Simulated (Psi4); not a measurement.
**WS2ClF (SMILES [F][W](=[S])(=[S])[Cl]), step by step**

Wanted: a series of 10 runs (PBE-D4/def2-SVP, PBE0-D4/def2-TZVP, PBE-D4/def2-TZVPP, r2SCAN-D4/def2-TZVPP, B3LYP-D4/def2-TZVPP, PBE0-D4/def2-TZVPP, wB97M-V/def2-TZVPP, CCSD(T)/def2-TZVPP, and more) of WS2ClF. 

The results are computed with Psi4 1.11.

## (1) The structure to begin with

WS2ClF: 5 atoms, total charge 0, spin state singlet. SMILES: `[F][W](=[S])(=[S])[Cl]`. Geometry: a GFN2-xTB, rattled relaxation, a rough one for these elements and not checked as a minimum. The run starts from this shape.

Bond lengths: F1–W2 1.809 Å, W2–S3 2.126 Å, W2–S4 2.210 Å, W2–Cl5 2.169 Å. Angles: F1–W2–S3 112.1°, F1–W2–S4 107.5°, F1–W2–Cl5 116.9°, S3–W2–S4 101.2°, S3–W2–Cl5 109.7°, S4–W2–Cl5 108.3°.

## (2) A structure relaxation at PBE-D4/def2-SVP (density fitting, core potential) (run 1)

The input, job.inp:

```
memory 4.4 GB

molecule {
  F     -0.684520    -0.380036     1.783922
  W     -0.017342     0.041529     0.156091
  S      1.938706    -0.739592    -0.134502
  S     -1.162447    -1.102763    -1.347696
  Cl    -0.058432     2.135813    -0.407933
  symmetry c1
}

set basis def2-SVP
set scf_type df
set geom_maxiter 60
set max_force_g_convergence 0.0005

result, w = optimize("pbe-d4", return_wfn=True)
```

The run is started by

```sh
psi4 -i job.inp -o job.out -n 2
```

job.out:

```text
[...]
    !!!  WARNING: ECP capability is in beta. Please check occupations closely.  !!!
[...]
  Running in c1 symmetry.
[...]
  Nuclear repulsion =  396.913011690532130
[...]
  Multiplicity = 1
[...]
  Nalpha       = 36
  Nbeta        = 36
[...]
    Number of basis functions: 100
[...]
   @DF-RKS iter   1: -1422.09772447782507   -4.94694e-02   1.04553e-02 ADIIS/DIIS
[...]
    !!!  WARNING: ECP capability is in beta. Please check occupations closely.  !!!
[...]
   @DF-RKS iter  10: -1422.70697882967011   -9.09495e-13   3.57935e-09 DIIS
[...]
    Orbital Energies [Eh]
    ---------------------
    Doubly Occupied:
       1A   -100.680611     2A    -88.052505     3A    -88.052318
       4A    -24.302841     5A     -9.216200     6A     -7.698247
       7A     -7.698053     8A     -7.042973     9A     -7.038695
      10A     -7.037521    11A     -5.722435    12A     -5.722240
      13A     -5.721990    14A     -5.721785    15A     -5.719919
      16A     -5.719743    17A     -2.939431    18A     -1.638083
      19A     -1.627995    20A     -1.621698    21A     -1.072518
      22A     -0.775146    23A     -0.647235    24A     -0.633395
      25A     -0.453799    26A     -0.422547    27A     -0.417539
      28A     -0.391020    29A     -0.356156    30A     -0.343242
      31A     -0.339311    32A     -0.319463    33A     -0.306990
      34A     -0.280546    35A     -0.279395    36A     -0.244228
[...]
  @DF-RKS Final Energy: -1422.70697882967011
   => Energetics <=
    Nuclear Repulsion Energy =            391.8897614718277396
    One-Electron Energy =               -2768.0078113733561622
    Two-Electron Energy =                1050.4722518199960177
    DFT Exchange-Correlation Energy =     -97.0526346616828732
    Empirical Dispersion Energy =          -0.0085460864546001
    VV10 Nonlocal Energy =                  0.0000000000000000
    Total Energy =                      -1422.7069788296701063
[...]
 Multipole Moments:
 ------------------------------------------------------------------------------------
     Multipole            Electronic (a.u.)      Nuclear  (a.u.)        Total (a.u.)
 ------------------------------------------------------------------------------------
 L = 1.  Multiply by 2.5417464519 to convert [e a0] to [Debye]
 Dipole X            :         -7.6006159            7.5289110           -0.0717049
 Dipole Y            :         -4.1807171            4.5109124            0.3301954
 Dipole Z            :         20.8510957          -20.7584269            0.0926688
 Magnitude           :                                                    0.3503685
[...]
  -Total Gradient:
     Atom            X                  Y                   Z
    ------   -----------------  -----------------  -----------------
       1       -0.000136071917    -0.000107858309    -0.000502036506
       2        0.000081430463    -0.000240688633     0.001218773251
       3        0.000066282143     0.000099931696    -0.000070999791
       4       -0.000079234802     0.000222156119     0.000091056852
       5        0.000010327056     0.000460397292    -0.000439488657
[...]
    Final optimized geometry and variables:
    Molecular point group: c1
    Full point group: C1
    Geometry (in Angstrom), charge = 0, multiplicity = 1:
    F           -0.682251705521    -0.463569167014     1.834734825302
    W           -0.046187939350    -0.041381482329     0.131600945620
    S            1.963035378753    -0.751410646922    -0.056772406224
    S           -1.220426127914    -1.095098168832    -1.312467949356
    CL          -0.065336670969     2.157804492290    -0.437180435976
    Psi4 run time: 0:00:14.15
[...]
```

Standard output:

```text
Optimizer: Optimization complete!
```

Wall time 15 s (2 threads of Intel Xeon 6975P-C (Granite Rapids), shared host); peak memory 0.6 GiB.

Steps, from the record of the run:

```tsv
step	energy from the first frame kept (eV)	largest force (eV/Å)
0	0.0000	4.1456
1	-0.2716	0.5669
2	-0.2841	0.0831
3	-0.2855	0.0640
```

After the run. Bond lengths: F1–W2 1.866 Å, W2–S3 2.139 Å, W2–S4 2.139 Å, W2–Cl5 2.272 Å. Angles: F1–W2–S3 109.0°, F1–W2–S4 108.5°, F1–W2–Cl5 116.4°, S3–W2–S4 107.0°, S3–W2–Cl5 107.9°, S4–W2–Cl5 107.7°.

## (3) A geometry optimisation at PBE0-D4/def2-TZVP (density fitting, core potential) (run 2)

The input, job.inp:

```
memory 4400 MB

molecule {
  0 1
  F     -0.660452    -0.409895     1.837885
  W     -0.024388     0.012293     0.134751
  S      1.984835    -0.697736    -0.053622
  S     -1.198627    -1.041424    -1.309318
  Cl    -0.043537     2.211479    -0.434030
  symmetry c1
}

set {
  basis                   def2-TZVP
  reference               rks
  scf_type                df
  geom_maxiter            50
  max_force_g_convergence 0.0002
}

optimize("pbe0-d4")
print_variables()
```

The run is started by

```sh
psi4 -i job.inp -o job.out -n 2
```

job.out, cut to the lines that bear on the results:

```text
[...]
  Running in c1 symmetry.
[...]
  Nuclear repulsion =  391.889736795641170
[...]
  Multiplicity = 1
[...]
  Nalpha       = 36
  Nbeta        = 36
[...]
    Number of basis functions: 182
[...]
   @DF-RKS iter   1: -1422.73180411723956   -3.12042e-01   6.35399e-03 ADIIS/DIIS
[...]
   @DF-RKS iter  10: -1423.30089696181585   -1.52340e-11   7.82572e-09 DIIS
[...]
  @DF-RKS Final Energy: -1423.30089696181585
   => Energetics <=
    Nuclear Repulsion Energy =            396.7539846076720096
    One-Electron Energy =               -2778.8249476731557479
    Two-Electron Energy =                1032.3333206538495688
    DFT Exchange-Correlation Energy =     -73.5557747144927987
    Empirical Dispersion Energy =          -0.0074798356888193
    VV10 Nonlocal Energy =                  0.0000000000000000
    Total Energy =                      -1423.3008969618158517
[...]
 Multipole Moments:
 ------------------------------------------------------------------------------------
     Multipole            Electronic (a.u.)      Nuclear  (a.u.)        Total (a.u.)
 ------------------------------------------------------------------------------------
 L = 1.  Multiply by 2.5417464519 to convert [e a0] to [Debye]
 Dipole X            :         -6.9768484            6.9354551           -0.0413933
 Dipole Y            :         -5.0440448            5.3363717            0.2923269
 Dipole Z            :         18.9318523          -18.9079646            0.0238877
 Magnitude           :                                                    0.2962077
[...]
  -Total Gradient:
     Atom            X                  Y                   Z
    ------   -----------------  -----------------  -----------------
       1       -0.000005796252     0.000002606555     0.000134284684
       2        0.000001419613     0.000061667327    -0.000247466416
       3       -0.000044307511     0.000031447324     0.000043663464
       4        0.000018841576     0.000023344870     0.000040803716
       5        0.000028074727    -0.000023187686    -0.000019361647
[...]
    Final optimized geometry and variables:
    Molecular point group: c1
    Full point group: C1
    Geometry (in Angstrom), charge = 0, multiplicity = 1:
    F           -0.673598735001    -0.404453892993     1.813505855455
    W           -0.042127735397    -0.047222140696     0.118853636287
[...]
```

The script printed:

```text
Optimizer: Optimization complete!
```

Run time: 34 s. Hardware: 2 threads of Intel Xeon 6975P-C (Granite Rapids), shared host; peak memory 1 GiB.

Steps, from the record of the run:

```tsv
step	energy from the first frame kept (eV)	largest force (eV/Å)
0	0.0000	1.0241
1	-0.0370	0.6272
2	-0.0530	0.1304
3	-0.0545	0.0556
4	-0.0553	0.0131
```

After the run. Bond lengths: F1–W2 1.843 Å, W2–S3 2.111 Å, W2–S4 2.111 Å, W2–Cl5 2.241 Å. Angles: F1–W2–S3 109.3°, F1–W2–S4 109.3°, F1–W2–Cl5 112.9°, S3–W2–S4 108.1°, S3–W2–Cl5 108.6°, S4–W2–Cl5 108.6°.

Runs 3 to 9 aren't shown in full; the table further down has their settings and results.

## (4) The energy at MP2/def2-QZVPP (density fitting, core potential, density fitting for correlation) (run 10)

The input, calc.inp:

```
memory 4400 MB

molecule system {
  F     -0.651799    -0.350779     1.816656
  W     -0.020328     0.006452     0.122004
  S      1.966659    -0.686209    -0.041426
  S     -1.193039    -1.030577    -1.293676
  Cl    -0.058087     2.189630    -0.380893
  symmetry c1
}

set reference rhf
set scf_type df
set num_frozen_docc 16

E = energy("mp2/def2-QZVPP")
```

The run is started by

```sh
psi4 -i calc.inp -o calc.out -n 2
```

calc.out:

```text
[...]
    !!!  WARNING: ECP capability is in beta. Please check occupations closely.  !!!
[...]
  Running in c1 symmetry.
[...]
  Nuclear repulsion =  396.753997002321285
[...]
  Multiplicity = 1
[...]
  Nalpha       = 36
  Nbeta        = 36
[...]
    Number of basis functions: 348
[...]
   @DF-RHF iter   1: -1420.22325719149103   -7.00129e-01   2.83041e-03 DIIS/ADIIS
[...]
   @DF-RHF iter  17: -1420.68871545169577   -5.72982e-11   8.58991e-09 DIIS
[...]
    Orbital Energies [Eh]
    ---------------------
    Doubly Occupied:
       1A   -104.872834     2A    -91.976438     3A    -91.976417
       4A    -26.326980     5A    -10.599403     6A     -8.980266
       7A     -8.980244     8A     -8.065924     9A     -8.065086
      10A     -8.064927    11A     -6.660456    12A     -6.660434
      13A     -6.659956    14A     -6.659934    15A     -6.659645
      16A     -6.659624    17A     -3.604243    18A     -2.088067
      19A     -2.077427    20A     -2.076907    21A     -1.589894
      22A     -1.121864    23A     -0.941808    24A     -0.921549
      25A     -0.728128    26A     -0.701562    27A     -0.696832
      28A     -0.581972    29A     -0.542564    30A     -0.524338
      31A     -0.506288    32A     -0.491097    33A     -0.458580
      34A     -0.422932    35A     -0.415642    36A     -0.371987
[...]
  @DF-RHF Final Energy: -1420.68871545169577
   => Energetics <=
    Nuclear Repulsion Energy =            396.7539970023212845
    One-Electron Energy =               -2777.4209239886345131
    Two-Electron Energy =                 959.9782115346175715
    Total Energy =                      -1420.6887154516957708
[...]
 Multipole Moments:
 ------------------------------------------------------------------------------------
     Multipole            Electronic (a.u.)      Nuclear  (a.u.)        Total (a.u.)
 ------------------------------------------------------------------------------------
 L = 1.  Multiply by 2.5417464519 to convert [e a0] to [Debye]
 Dipole X            :         -6.9777336            6.9354475           -0.0422860
 Dipole Y            :         -5.0003803            5.3363975            0.3360172
 Dipole Z            :         18.9217582          -18.9079794            0.0137788
 Magnitude           :                                                    0.3389477
[...]
```

It took 9.9 s on 2 threads of Intel Xeon 6975P-C (Granite Rapids), shared host; peak memory 1.2 GiB.

## (5) All runs side by side

```tsv
run	level	geom maxiter	max force g convergence	energy (Eh)	dipole moment (D)	HOMO energy (eV)	LUMO energy (eV)	wall time
1	PBE-D4/def2-SVP (density fitting, core potential)	60	0.0005	-1422.706979	0.89	-6.65	-4.13	15 s
2	PBE0-D4/def2-TZVP (density fitting, core potential)	50	0.0002	-1423.300897	0.75	-7.75	-3.39	34 s
3	PBE0-D4/def2-TZVP (density fitting, core potential)	–	–	-1423.300897	0.75	–	–	3.1 min
4	PBE-D4/def2-TZVPP (density fitting, core potential)	–	–	-1423.284164	0.83	-6.62	-4.03	11 s
5	r2SCAN-D4/def2-TZVPP (density fitting, core potential)	–	–	-1423.764631	0.86	-6.91	-4.03	16 s
6	B3LYP-D4/def2-TZVPP (density fitting, core potential)	–	–	-1423.915067	0.76	-7.49	-3.51	11 s
7	PBE0-D4/def2-TZVPP (density fitting, core potential)	–	–	-1423.305396	0.78	-7.74	-3.36	11 s
8	wB97M-V/def2-TZVPP (density fitting, core potential)	–	–	-1423.643529	0.72	-9.74	-1.35	23 s
9	CCSD(T)/def2-TZVPP (density fitting, core potential, density fitting for correlation)	–	–	-1421.996893	–	-10.14	-0.04	7.6 min
10	MP2/def2-QZVPP (density fitting, core potential, density fitting for correlation)	–	–	-1422.128533	–	-10.12	-0.07	9.9 s
```

## (6) What came out

| quantity | value |
| --- | --- |
| run 10, MP2/def2-QZVPP: total energy | -1422.12853 Eh |
| run 10, MP2/def2-QZVPP: HOMO energy (Hartree–Fock orbitals) | -10.12 eV |
| run 10, MP2/def2-QZVPP: LUMO energy (Hartree–Fock orbitals) | -0.07 eV |
| run 10, MP2/def2-QZVPP: HOMO–LUMO gap (Hartree–Fock orbitals) | 10.05 eV |
| run 10, MP2/def2-QZVPP: correlation energy (16 core orbitals frozen) | -1439.8 mEh |

**Reading.** Over runs 3, 4, 5, 6, 7, 8 the dipole moment (its size) runs from 0.72 D (wB97M-V/def2-TZVPP) to 0.86 D (r2SCAN-D4/def2-TZVPP). Over runs 4, 5, 6, 7, 8 the HOMO–LUMO gap runs from 2.59 eV (PBE-D4/def2-TZVPP) to 8.39 eV (wB97M-V/def2-TZVPP). Totals of different functionals can't be ranked against each other. All runs together took 13 min, the longest 7.6 min.
